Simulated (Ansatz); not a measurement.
# C2H3F2In: basis-set convergence

An exercise on one series of results from a longer session: the logs are not shown, and one member is left open.

Program: Ansatz 0.2.0, Gaussian basis. Level of theory: one geometry, several basis sets. These are calculated values, not measurements.

Levels to be run: PBE0-D4/def2-SVP; ωB97M-V/def2-SVP; PBE0-D4/def2-QZVPP; ωB97M-V/def2-QZVPP; the functionals' def2-TZVPP values are taken from earlier runs.

### Structure used throughout

All runs share one geometry, relaxed beforehand with PBE0-D4 in a triple-zeta def2 set. In takes the def2 core potential; no spin-orbit term is included.

SMILES `C=[CH][In]([F])[F]`, 8 atoms, charge 0, spin multiplicity 1.

Atoms are counted from 1 here; the program's logs count them from 0.

Bond lengths: C1–C2 1.328 Å, C1–H6 1.088 Å, C1–H7 1.086 Å, C2–In3 2.099 Å, C2–H8 1.085 Å, In3–F4 1.938 Å, In3–F5 1.944 Å. Angles: C2–C1–H6 121.0°, C2–C1–H7 123.0°, H6–C1–H7 116.0°, C1–C2–In3 121.0°, C1–C2–H8 120.4°, In3–C2–H8 118.6°, C2–In3–F4 129.8°, C2–In3–F5 122.4°, F4–In3–F5 107.8°.

Set-up of the first run:

Input file in.yaml:

```yaml
crystal:
  periodic: [false, false, false]
  atoms:
    - {symbol: C, position_ang: [0.046506, 0.937642, 1.199923]}
    - {symbol: C, position_ang: [-0.561403, -0.067600, 0.580531]}
    - {symbol: In, position_ang: [0.153952, -0.798988, -1.252265]}
    - {symbol: F, position_ang: [-0.524728, -2.231998, -2.367402]}
    - {symbol: F, position_ang: [1.723586, -0.057857, -2.128331]}
    - {symbol: H, position_ang: [-0.324783, 1.318550, 2.148947]}
    - {symbol: H, position_ang: [0.930077, 1.428042, 0.803484]}
    - {symbol: H, position_ang: [-1.443217, -0.527791, 1.015123]}
basis:
  gaussian: {orbitals: def2-SVP}
hamiltonian: {xc: pbe0, dispersion: d4}
output: {orbitals: {seedname: orbitals}}
```

Among the steps run: PBE0-D4 in def2-SVP; ωB97M-V in def2-SVP; PBE0-D4 in def2-QZVPP; ωB97M-V in def2-QZVPP.

One table of the session follows, with a row left open; its other results are not shown here.

It belongs to the step «Density functionals: the series». 

```
functional       basis  HOMO (eV)  LUMO (eV)
   PBE0-D4    def2-SVP      -8.96      -1.71
   PBE0-D4  def2-TZVPP      -9.03      -1.85
   PBE0-D4  def2-QZVPP      -9.04      -1.88
   ωB97M-V    def2-SVP     -11.17       0.14
   ωB97M-V  def2-TZVPP     -11.28      -0.09
   ωB97M-V  def2-QZVPP          ?          ?
```

Estimate the missing values for ωB97M-V, def2-QZVPP.

The run gave: HOMO (eV): -11.30; LUMO (eV): -0.15. In the column «HOMO (eV)» it is the lowest.
